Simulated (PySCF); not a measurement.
# CH7FGeSi2: core binding energies at several levels of theory, part 1 of 3

Aim: compute the core binding energies of CH7FGeSi2 (`F[Si@@H]1[SiH2][CH2][GeH2]1`) at several levels, and see how far they spread and what each costs.

Programs: PySCF 2.14.0, with density-fitted response routines of our own. Each step states its level of theory. These are calculated values for one molecule in the gas phase, unless marked as measured. Atoms are numbered from 0 throughout.

### 1 The starting structure

12 atoms, charge 0, multiplicity 1; geometry from: PBE0-D3(BJ)/def2-SVP.

Bonds of the start (Å): F0–Si1 1.63, Si1–Si2 2.35, Si2–C3 1.90, C3–Ge4 2.00, Ge4–Si1 2.40, Si1–H5 1.50, Si2–H6 1.50, Si2–H7 1.50, C3–H8 1.10, C3–H9 1.10, Ge4–H10 1.54, Ge4–H11 1.54.

### 2 X-ray photoelectron lines: SCAN, X2C

What the job is given:

```
{"job": {"kind": "xps"}, "charge": 0, "multiplicity": 1}
F      0.148772     2.878217    -0.812540
Si     0.343279     1.270863    -1.018571
Si    -0.988155    -0.268054     0.164970
C      0.561612    -1.355269     0.374518
Ge     1.971561     0.050898     0.247554
H      0.436756     1.022484    -2.490922
H     -2.173617    -0.928064    -0.464993
H     -1.392421     0.318860     1.480723
H      0.598274    -1.959492     1.293132
H      0.667486    -2.035164    -0.487132
H      2.233471     0.659278     1.637965
H      3.296588    -0.430532    -0.372573
```

With the program's defaults for keys left out, this is: delta-SCF UKS SCAN, pcX-2 on the ionised atom, pcseg-1 elsewhere, spin-free X2C.

Command:

```
$ OMP_NUM_THREADS=1 python probes_run.py task.json out
```

This one command runs all jobs of the session in turn.

The log of the run:

```text
ground state, core basis on atom 0 (F), 157 functions
  cycle   1  E = -2816.22399631  |g| = 7.28e-01
  cycle   2  E = -2815.94068271  |g| = 1.47e+00
  cycle   3  E = -2816.31549722  |g| = 1.33e-01
  cycle   4  E = -2816.31777861  |g| = 7.95e-02
  cycle   5  E = -2816.31941217  |g| = 1.20e-02
  cycle   6  E = -2816.31945013  |g| = 4.00e-03
  cycle   7  E = -2816.31945622  |g| = 1.20e-03
  cycle   8  E = -2816.31945637  |g| = 2.78e-04
  E(ground) = -2816.51328509 Eh
hole in F 1s of atom 0
  cycle   1  E = -2789.97761510  |g| = 2.58e+00
  cycle   2  E = -2789.73870535  |g| = 2.19e+00
  cycle   3  E = -2790.75144388  |g| = 4.71e-01
  cycle   4  E = -2790.74793841  |g| = 4.43e-01
  cycle   5  E = -2790.88617014  |g| = 5.73e-02
  cycle   6  E = -2790.88752821  |g| = 2.96e-02
  cycle   7  E = -2790.88814106  |g| = 3.99e-03
  cycle   8  E = -2790.88814960  |g| = 1.95e-03
  cycle   9  E = -2790.88815505  |g| = 3.92e-04
  E(ion) = -2791.08731140 Eh   <S^2> = 0.7568   hole on atom = 1.000   binding energy = 691.876 eV
ground state, core basis on atom 1 (Si), 168 functions
  cycle   1  E = -2816.37231779  |g| = 3.07e-01
  cycle   2  E = -2816.36813296  |g| = 1.97e-01
  cycle   3  E = -2816.36887059  |g| = 1.81e-01
  cycle   4  E = -2816.37412214  |g| = 1.29e-02
  cycle   5  E = -2816.37415078  |g| = 4.58e-03
  cycle   6  E = -2816.37415866  |g| = 7.81e-04
  cycle   7  E = -2816.37416155  |g| = 2.67e-04
  E(ground) = -2816.52329637 Eh
hole in Si 1s of atom 1
  cycle   1  E = -2747.40959585  |g| = 4.35e+00
  cycle   2  E = -2745.97013739  |g| = 2.56e+00
  cycle   3  E = -2743.85104356  |g| = 2.20e+00
  cycle   4  E = -2748.15796899  |g| = 9.10e-01
  cycle   5  E = -2748.41425716  |g| = 4.39e-01
  cycle   6  E = -2748.48324169  |g| = 7.74e-02
  cycle   7  E = -2748.48638950  |g| = 3.74e-02
  cycle   8  E = -2748.48710814  |g| = 1.15e-02
  cycle   9  E = -2748.48717180  |g| = 3.98e-03
  cycle  10  E = -2748.48718248  |g| = 9.17e-04
  cycle  11  E = -2748.48718433  |g| = 2.60e-04
  E(ion) = -2748.64500160 Eh   <S^2> = 0.7526   hole on atom = 1.000   binding energy = 1847.062 eV
hole in Si 2p of atom 1
  cycle   1  E = -2812.07126652  |g| = 1.24e+00
  cycle   2  E = -2811.40041830  |g| = 1.44e+00
  cycle   3  E = -2812.27723128  |g| = 4.12e-01
  cycle   4  E = -2812.39630738  |g| = 1.55e-01
  cycle   5  E = -2812.40623899  |g| = 9.06e-02
  cycle   6  E = -2812.41127115  |g| = 1.54e-02
  cycle   7  E = -2812.41131844  |g| = 1.31e-02
  cycle   8  E = -2812.41137566  |g| = 2.31e-03
  cycle   9  E = -2812.41137872  |g| = 6.67e-04
  cycle  10  E = -2812.41137939  |g| = 2.03e-04
  E(ion) = -2812.57170489 Eh   <S^2> = 0.7514   hole on atom = 1.002   binding energy = 107.528 eV
  2p3/2 = 107.269 eV   2p1/2 = 107.895 eV
ground state, core basis on atom 2 (Si), 168 functions
  cycle   1  E = -2816.36647298  |g| = 2.87e-01
  cycle   2  E = -2816.36645025  |g| = 4.27e-02
  cycle   3  E = -2816.36614156  |g| = 5.34e-02
  cycle   4  E = -2816.36674237  |g| = 1.32e-02
  cycle   5  E = -2816.36677088  |g| = 2.75e-03
  cycle   6  E = -2816.36677135  |g| = 1.44e-04
  E(ground) = -2816.51688084 Eh
hole in Si 1s of atom 2
  cycle   1  E = -2747.43808842  |g| = 4.35e+00
  cycle   2  E = -2747.34345491  |g| = 2.21e+00
  cycle   3  E = -2747.94186640  |g| = 8.88e-01
  cycle   4  E = -2748.44013533  |g| = 3.58e-01
  cycle   5  E = -2748.50250561  |g| = 1.83e-01
  cycle   6  E = -2748.51282049  |g| = 5.12e-02
  cycle   7  E = -2748.51383426  |g| = 1.49e-02
  cycle   8  E = -2748.51398098  |g| = 5.11e-03
  cycle   9  E = -2748.51399495  |g| = 2.18e-03
  cycle  10  E = -2748.51399856  |g| = 4.45e-04
  E(ion) = -2748.67244703 Eh   <S^2> = 0.7527   hole on atom = 1.000   binding energy = 1846.141 eV
hole in Si 2p of atom 2
  cycle   1  E = -2812.09646093  |g| = 1.24e+00
  cycle   2  E = -2811.79057897  |g| = 1.22e+00
  cycle   3  E = -2812.36514084  |g| = 3.14e-01
  cycle   4  E = -2812.42943886  |g| = 1.26e-01
  cycle   5  E = -2812.43433827  |g| = 7.37e-02
  cycle   6  E = -2812.43649010  |g| = 1.17e-02
  cycle   7  E = -2812.43655036  |g| = 5.12e-03
  cycle   8  E = -2812.43656452  |g| = 2.05e-03
  cycle   9  E = -2812.43656688  |g| = 5.28e-04
  cycle  10  E = -2812.43656769  |g| = 2.03e-04
  E(ion) = -2812.59877753 Eh   <S^2> = 0.7533   hole on atom = 1.002   binding energy = 106.617 eV
  2p3/2 = 106.406 eV   2p1/2 = 107.029 eV
ground state, core basis on atom 3 (C), 157 functions
  cycle   1  E = -2816.27435193  |g| = 5.94e-02
  cycle   2  E = -2816.27430275  |g| = 2.49e-02
  cycle   3  E = -2816.27434646  |g| = 2.28e-02
  cycle   4  E = -2816.27448551  |g| = 5.02e-03
  cycle   5  E = -2816.27449387  |g| = 4.60e-04
  E(ground) = -2816.46619442 Eh
hole in C 1s of atom 3
  cycle   1  E = -2805.02293876  |g| = 1.52e+00
  cycle   2  E = -2804.08921037  |g| = 1.95e+00
  cycle   3  E = -2805.55671834  |g| = 3.73e-01
  cycle   4  E = -2805.60514224  |g| = 2.00e-01
  cycle   5  E = -2805.61854631  |g| = 8.71e-02
  cycle   6  E = -2805.62106027  |g| = 1.18e-02
  cycle   7  E = -2805.62113067  |g| = 5.51e-03
  cycle   8  E = -2805.62115249  |g| = 1.23e-03
  cycle   9  E = -2805.62115418  |g| = 6.14e-04
  cycle  10  E = -2805.62115380  |g| = 2.28e-04
  E(ion) = -2805.81196352 Eh   <S^2> = 0.7709   hole on atom = 1.000   binding energy = 289.916 eV
```

It took 43 s on 1 thread of Arm Neoverse V1, shared host; peak memory 0.63 GiB.

The holes in one table. −ε is the ground-state orbital energy:

```
       hole  stands for                                           environment  ΔSCF (eV; 2p as the shell's mean)  −ε (eV)   ⟨S²⟩
  F1s on F0          F0                                 fluorine bonded to Si                             691.88    666.4  0.757
Si1s on Si1         Si1  silicon bonded to F, Ge, Si, H, in a 4-membered ring                            1847.06   1794.4  0.753
Si2p on Si1         Si1  silicon bonded to F, Ge, Si, H, in a 4-membered ring                             107.48     97.1  0.751
Si1s on Si2         Si2    silicon bonded to C, Si, 2 H, in a 4-membered ring                            1846.14   1793.4  0.753
Si2p on Si2         Si2    silicon bonded to C, Si, 2 H, in a 4-membered ring                             106.61     96.3  0.753
  C1s on C3          C3                           sp3 CH2 bonded to Ge and Si                             289.92    273.8  0.771
```

With the spin-orbit splitting: Si1 2p3/2 107.27, 2p1/2 107.89 eV; Si2 2p3/2 106.41, 2p1/2 107.03 eV. The table gives each 2p level as the mean over the whole 2p shell (two parts 2p3/2, one part 2p1/2), which differs a little from the single hole in the log.

### 3 Core-electron binding energies: B3LYP, X2C

Settings changed since step 2:

```diff
@@ -1,2 +1,2 @@
-{"job": {"kind": "xps"}, "charge": 0, "multiplicity": 1}
+{"job": {"kind": "xps", "xc": "B3LYP"}, "charge": 0, "multiplicity": 1}
 F      0.148772     2.878217    -0.812540
```

Level: delta-SCF UKS B3LYP, pcX-2 on the ionised atom, pcseg-1 elsewhere, spin-free X2C.

The log of the run:

```text
ground state, core basis on atom 0 (F), 157 functions
  cycle   1  E = -2816.41590046  |g| = 6.66e-01
  cycle   2  E = -2816.25140675  |g| = 1.21e+00
  cycle   3  E = -2816.49460784  |g| = 7.80e-02
  cycle   4  E = -2816.49525663  |g| = 5.21e-02
  cycle   5  E = -2816.49595051  |g| = 5.88e-03
  cycle   6  E = -2816.49596305  |g| = 1.65e-03
  cycle   7  E = -2816.49596445  |g| = 3.30e-04
  E(ground) = -2816.49940861 Eh
hole in F 1s of atom 0
  cycle   1  E = -2790.16500840  |g| = 2.60e+00
  cycle   2  E = -2790.10993002  |g| = 2.13e+00
  cycle   3  E = -2791.02672771  |g| = 3.38e-01
  cycle   4  E = -2791.02999378  |g| = 2.82e-01
  cycle   5  E = -2791.08165684  |g| = 3.22e-02
  cycle   6  E = -2791.08212896  |g| = 1.18e-02
  cycle   7  E = -2791.08222605  |g| = 1.14e-03
  cycle   8  E = -2791.08222716  |g| = 4.94e-04
  E(ion) = -2791.08538109 Eh   <S^2> = 0.7546   hole on atom = 1.000   binding energy = 691.551 eV
ground state, core basis on atom 1 (Si), 168 functions
  cycle   1  E = -2816.51482233  |g| = 1.78e-01
  cycle   2  E = -2816.51368881  |g| = 1.16e-01
  cycle   3  E = -2816.51474869  |g| = 7.87e-02
  cycle   4  E = -2816.51574494  |g| = 8.38e-03
  cycle   5  E = -2816.51575412  |g| = 1.82e-03
  cycle   6  E = -2816.51575523  |g| = 3.75e-04
  E(ground) = -2816.51933580 Eh
hole in Si 1s of atom 1
  cycle   1  E = -2747.59094143  |g| = 4.39e+00
  cycle   2  E = -2747.48248976  |g| = 2.22e+00
  cycle   3  E = -2748.13956434  |g| = 8.99e-01
  cycle   4  E = -2748.61919028  |g| = 3.57e-01
  cycle   5  E = -2748.67856832  |g| = 1.47e-01
  cycle   6  E = -2748.68813452  |g| = 2.35e-02
  cycle   7  E = -2748.68828221  |g| = 1.29e-02
  cycle   8  E = -2748.68836014  |g| = 2.16e-03
  cycle   9  E = -2748.68836182  |g| = 3.98e-04
  E(ion) = -2748.69194753 Eh   <S^2> = 0.7520   hole on atom = 1.000   binding energy = 1845.677 eV
hole in Si 2p of atom 1
  cycle   1  E = -2812.22238416  |g| = 1.23e+00
  cycle   2  E = -2811.98981511  |g| = 1.19e+00
  cycle   3  E = -2812.51354765  |g| = 2.91e-01
  cycle   4  E = -2812.56066885  |g| = 1.20e-01
  cycle   5  E = -2812.56562921  |g| = 5.04e-02
  cycle   6  E = -2812.56700786  |g| = 5.16e-03
  cycle   7  E = -2812.56701780  |g| = 2.66e-03
  cycle   8  E = -2812.56702165  |g| = 5.75e-04
  cycle   9  E = -2812.56702200  |g| = 1.55e-04
  E(ion) = -2812.57060267 Eh   <S^2> = 0.7517   hole on atom = 1.002   binding energy = 107.451 eV
  2p3/2 = 107.197 eV   2p1/2 = 107.818 eV
ground state, core basis on atom 2 (Si), 168 functions
  cycle   1  E = -2816.50865054  |g| = 1.63e-01
  cycle   2  E = -2816.50869656  |g| = 3.69e-02
  cycle   3  E = -2816.50868365  |g| = 3.17e-02
  cycle   4  E = -2816.50886855  |g| = 9.51e-03
  cycle   5  E = -2816.50888388  |g| = 1.29e-03
  cycle   6  E = -2816.50888467  |g| = 8.02e-05
  E(ground) = -2816.51313714 Eh
hole in Si 1s of atom 2
  cycle   1  E = -2747.61865426  |g| = 4.39e+00
  cycle   2  E = -2747.78877075  |g| = 2.09e+00
  cycle   3  E = -2748.40156228  |g| = 7.03e-01
  cycle   4  E = -2748.67118043  |g| = 2.73e-01
  cycle   5  E = -2748.71141718  |g| = 1.04e-01
  cycle   6  E = -2748.71490255  |g| = 2.24e-02
  cycle   7  E = -2748.71509516  |g| = 5.54e-03
  cycle   8  E = -2748.71511392  |g| = 1.58e-03
  cycle   9  E = -2748.71511582  |g| = 5.15e-04
  cycle  10  E = -2748.71511618  |g| = 1.26e-04
  E(ion) = -2748.71931263 Eh   <S^2> = 0.7520   hole on atom = 1.000   binding energy = 1844.764 eV
hole in Si 2p of atom 2
  cycle   1  E = -2812.24674524  |g| = 1.23e+00
  cycle   2  E = -2812.12993327  |g| = 1.09e+00
  cycle   3  E = -2812.56138306  |g| = 2.13e-01
  cycle   4  E = -2812.58912146  |g| = 8.84e-02
  cycle   5  E = -2812.59186566  |g| = 4.48e-02
  cycle   6  E = -2812.59267675  |g| = 4.69e-03
  cycle   7  E = -2812.59268591  |g| = 1.49e-03
  cycle   8  E = -2812.59268643  |g| = 8.63e-04
  cycle   9  E = -2812.59268686  |g| = 2.08e-04
  E(ion) = -2812.59691079 Eh   <S^2> = 0.7534   hole on atom = 1.002   binding energy = 106.566 eV
  2p3/2 = 106.349 eV   2p1/2 = 106.967 eV
ground state, core basis on atom 3 (C), 157 functions
  cycle   1  E = -2816.44431787  |g| = 4.34e-02
  cycle   2  E = -2816.44424774  |g| = 2.34e-02
  cycle   3  E = -2816.44430044  |g| = 2.00e-02
  cycle   4  E = -2816.44440931  |g| = 2.66e-03
  cycle   5  E = -2816.44441199  |g| = 3.72e-04
  E(ground) = -2816.44853726 Eh
hole in C 1s of atom 3
  cycle   1  E = -2805.20009184  |g| = 1.52e+00
  cycle   2  E = -2804.43931179  |g| = 1.89e+00
  cycle   3  E = -2805.75303155  |g| = 2.89e-01
  cycle   4  E = -2805.78613734  |g| = 1.06e-01
  cycle   5  E = -2805.78990682  |g| = 4.94e-02
  cycle   6  E = -2805.79073046  |g| = 5.00e-03
  cycle   7  E = -2805.79074650  |g| = 1.86e-03
  cycle   8  E = -2805.79075028  |g| = 6.39e-04
  cycle   9  E = -2805.79075169  |g| = 1.86e-04
  E(ion) = -2805.79480509 Eh   <S^2> = 0.7617   hole on atom = 1.000   binding energy = 289.903 eV
```

Wall time 62 s (1 thread of Arm Neoverse V1, shared host); peak memory 0.78 GiB.

Binding energies by hole, beside the orbital energy of the ground state; the difference holds orbital relaxation and, for a density functional, its self-interaction error:

```
       hole  stands for                                           environment  ΔSCF (eV; 2p as the shell's mean)  −ε (eV)   ⟨S²⟩
  F1s on F0          F0                                 fluorine bonded to Si                             691.55    671.8  0.755
Si1s on Si1         Si1  silicon bonded to F, Ge, Si, H, in a 4-membered ring                            1845.68   1803.9  0.752
Si2p on Si1         Si1  silicon bonded to F, Ge, Si, H, in a 4-membered ring                             107.40     99.7  0.752
Si1s on Si2         Si2    silicon bonded to C, Si, 2 H, in a 4-membered ring                            1844.76   1803.0  0.752
Si2p on Si2         Si2    silicon bonded to C, Si, 2 H, in a 4-membered ring                             106.56     98.9  0.753
  C1s on C3          C3                           sp3 CH2 bonded to Ge and Si                             289.90    277.1  0.762
```

With the spin-orbit splitting: Si1 2p3/2 107.20, 2p1/2 107.82 eV; Si2 2p3/2 106.35, 2p1/2 106.97 eV. The table gives each 2p level as the mean over the whole 2p shell (two parts 2p3/2, one part 2p1/2), which differs a little from the single hole in the log.

### 4 Core holes by ΔSCF: PBE0, X2C

Settings changed since step 3:

```diff
@@ -1,2 +1,2 @@
-{"job": {"kind": "xps", "xc": "B3LYP"}, "charge": 0, "multiplicity": 1}
+{"job": {"kind": "xps", "xc": "PBE0"}, "charge": 0, "multiplicity": 1}
 F      0.148772     2.878217    -0.812540
```

Level: delta-SCF UKS PBE0, pcX-2 on the ionised atom, pcseg-1 elsewhere, spin-free X2C.

The log of the run:

```text
ground state, core basis on atom 0 (F), 157 functions
  cycle   1  E = -2815.68121901  |g| = 6.02e-01
  cycle   2  E = -2815.57852056  |g| = 1.01e+00
  cycle   3  E = -2815.74581707  |g| = 5.74e-02
  cycle   4  E = -2815.74613285  |g| = 4.03e-02
  cycle   5  E = -2815.74655278  |g| = 4.29e-03
  cycle   6  E = -2815.74655803  |g| = 8.99e-04
  cycle   7  E = -2815.74655585  |g| = 2.73e-04
  E(ground) = -2815.74930899 Eh
hole in F 1s of atom 0
  cycle   1  E = -2789.43482208  |g| = 2.60e+00
  cycle   2  E = -2789.49805813  |g| = 2.02e+00
  cycle   3  E = -2790.31558122  |g| = 2.95e-01
  cycle   4  E = -2790.32359613  |g| = 2.22e-01
  cycle   5  E = -2790.35533425  |g| = 2.54e-02
  cycle   6  E = -2790.35563273  |g| = 8.32e-03
  cycle   7  E = -2790.35568263  |g| = 8.75e-04
  cycle   8  E = -2790.35568082  |g| = 3.95e-04
  E(ion) = -2790.35817771 Eh   <S^2> = 0.7552   hole on atom = 1.000   binding energy = 690.928 eV
ground state, core basis on atom 1 (Si), 168 functions
  cycle   1  E = -2815.76490634  |g| = 2.24e-01
  cycle   2  E = -2815.76357596  |g| = 1.26e-01
  cycle   3  E = -2815.76458904  |g| = 9.59e-02
  cycle   4  E = -2815.76607516  |g| = 6.00e-03
  cycle   5  E = -2815.76608409  |g| = 1.48e-03
  cycle   6  E = -2815.76608065  |g| = 2.79e-04
  E(ground) = -2815.76891664 Eh
hole in Si 1s of atom 1
  cycle   1  E = -2746.86981598  |g| = 4.39e+00
  cycle   2  E = -2747.01260796  |g| = 2.04e+00
  cycle   3  E = -2747.58489073  |g| = 7.75e-01
  cycle   4  E = -2747.92128288  |g| = 3.00e-01
  cycle   5  E = -2747.96095620  |g| = 1.13e-01
  cycle   6  E = -2747.96647596  |g| = 1.72e-02
  cycle   7  E = -2747.96654677  |g| = 1.10e-02
  cycle   8  E = -2747.96660819  |g| = 1.16e-03
  cycle   9  E = -2747.96660905  |g| = 2.94e-04
  E(ion) = -2747.96945475 Eh   <S^2> = 0.7521   hole on atom = 1.000   binding energy = 1844.917 eV
hole in Si 2p of atom 1
  cycle   1  E = -2811.48367640  |g| = 1.23e+00
  cycle   2  E = -2811.35935204  |g| = 1.08e+00
  cycle   3  E = -2811.78539330  |g| = 2.63e-01
  cycle   4  E = -2811.82278706  |g| = 1.02e-01
  cycle   5  E = -2811.82623539  |g| = 4.04e-02
  cycle   6  E = -2811.82709234  |g| = 5.34e-03
  cycle   7  E = -2811.82710409  |g| = 2.03e-03
  cycle   8  E = -2811.82710657  |g| = 4.51e-04
  E(ion) = -2811.82994417 Eh   <S^2> = 0.7521   hole on atom = 1.002   binding energy = 107.185 eV
  2p3/2 = 106.933 eV   2p1/2 = 107.552 eV
ground state, core basis on atom 2 (Si), 168 functions
  cycle   1  E = -2815.75865289  |g| = 2.08e-01
  cycle   2  E = -2815.75869521  |g| = 2.57e-02
  cycle   3  E = -2815.75865714  |g| = 2.56e-02
  cycle   4  E = -2815.75877961  |g| = 6.16e-03
  cycle   5  E = -2815.75878810  |g| = 7.41e-04
  cycle   6  E = -2815.75878537  |g| = 4.93e-05
  E(ground) = -2815.76217914 Eh
hole in Si 1s of atom 2
  cycle   1  E = -2746.89857191  |g| = 4.39e+00
  cycle   2  E = -2747.21825462  |g| = 1.95e+00
  cycle   3  E = -2747.76377169  |g| = 6.10e-01
  cycle   4  E = -2747.96457931  |g| = 2.25e-01
  cycle   5  E = -2747.99205672  |g| = 7.95e-02
  cycle   6  E = -2747.99412773  |g| = 1.56e-02
  cycle   7  E = -2747.99422801  |g| = 3.86e-03
  cycle   8  E = -2747.99423653  |g| = 1.17e-03
  cycle   9  E = -2747.99423694  |g| = 3.92e-04
  E(ion) = -2747.99758921 Eh   <S^2> = 0.7521   hole on atom = 1.000   binding energy = 1843.968 eV
hole in Si 2p of atom 2
  cycle   1  E = -2811.50870330  |g| = 1.23e+00
  cycle   2  E = -2811.46849055  |g| = 1.00e+00
  cycle   3  E = -2811.82886315  |g| = 1.90e-01
  cycle   4  E = -2811.85084668  |g| = 7.42e-02
  cycle   5  E = -2811.85280778  |g| = 3.65e-02
  cycle   6  E = -2811.85333999  |g| = 3.62e-03
  cycle   7  E = -2811.85334684  |g| = 1.36e-03
  cycle   8  E = -2811.85334943  |g| = 7.56e-04
  cycle   9  E = -2811.85334988  |g| = 2.39e-04
  E(ion) = -2811.85672290 Eh   <S^2> = 0.7543   hole on atom = 1.002   binding energy = 106.273 eV
  2p3/2 = 106.056 eV   2p1/2 = 106.672 eV
ground state, core basis on atom 3 (C), 157 functions
  cycle   1  E = -2815.69488835  |g| = 5.83e-02
  cycle   2  E = -2815.69485691  |g| = 1.80e-02
  cycle   3  E = -2815.69482360  |g| = 2.11e-02
  cycle   4  E = -2815.69494706  |g| = 1.58e-03
  cycle   5  E = -2815.69494789  |g| = 2.74e-04
  E(ground) = -2815.69827877 Eh
hole in C 1s of atom 3
  cycle   1  E = -2804.46687943  |g| = 1.52e+00
  cycle   2  E = -2803.86488646  |g| = 1.77e+00
  cycle   3  E = -2805.02217333  |g| = 2.78e-01
  cycle   4  E = -2805.05414733  |g| = 9.02e-02
  cycle   5  E = -2805.05695276  |g| = 4.20e-02
  cycle   6  E = -2805.05755899  |g| = 4.53e-03
  cycle   7  E = -2805.05757323  |g| = 1.90e-03
  cycle   8  E = -2805.05757846  |g| = 7.13e-04
  cycle   9  E = -2805.05757858  |g| = 1.82e-04
  E(ion) = -2805.06083541 Eh   <S^2> = 0.7656   hole on atom = 1.000   binding energy = 289.460 eV
```

It took 60 s on 1 thread of Arm Neoverse V1, shared host; peak memory 0.78 GiB.

The holes in one table. −ε is the ground-state orbital energy:

```
       hole  stands for                                           environment  ΔSCF (eV; 2p as the shell's mean)  −ε (eV)   ⟨S²⟩
  F1s on F0          F0                                 fluorine bonded to Si                             690.93    674.2  0.755
Si1s on Si1         Si1  silicon bonded to F, Ge, Si, H, in a 4-membered ring                            1844.92   1807.7  0.752
Si2p on Si1         Si1  silicon bonded to F, Ge, Si, H, in a 4-membered ring                             107.14    100.5  0.752
Si1s on Si2         Si2    silicon bonded to C, Si, 2 H, in a 4-membered ring                            1843.97   1806.7  0.752
Si2p on Si2         Si2    silicon bonded to C, Si, 2 H, in a 4-membered ring                             106.26     99.6  0.754
  C1s on C3          C3                           sp3 CH2 bonded to Ge and Si                             289.46    278.6  0.766
```

With the spin-orbit splitting: Si1 2p3/2 106.93, 2p1/2 107.55 eV; Si2 2p3/2 106.06, 2p1/2 106.67 eV. The table gives each 2p level as the mean over the whole 2p shell (two parts 2p3/2, one part 2p1/2), which differs a little from the single hole in the log.

(Continued in part 2 of 3.)
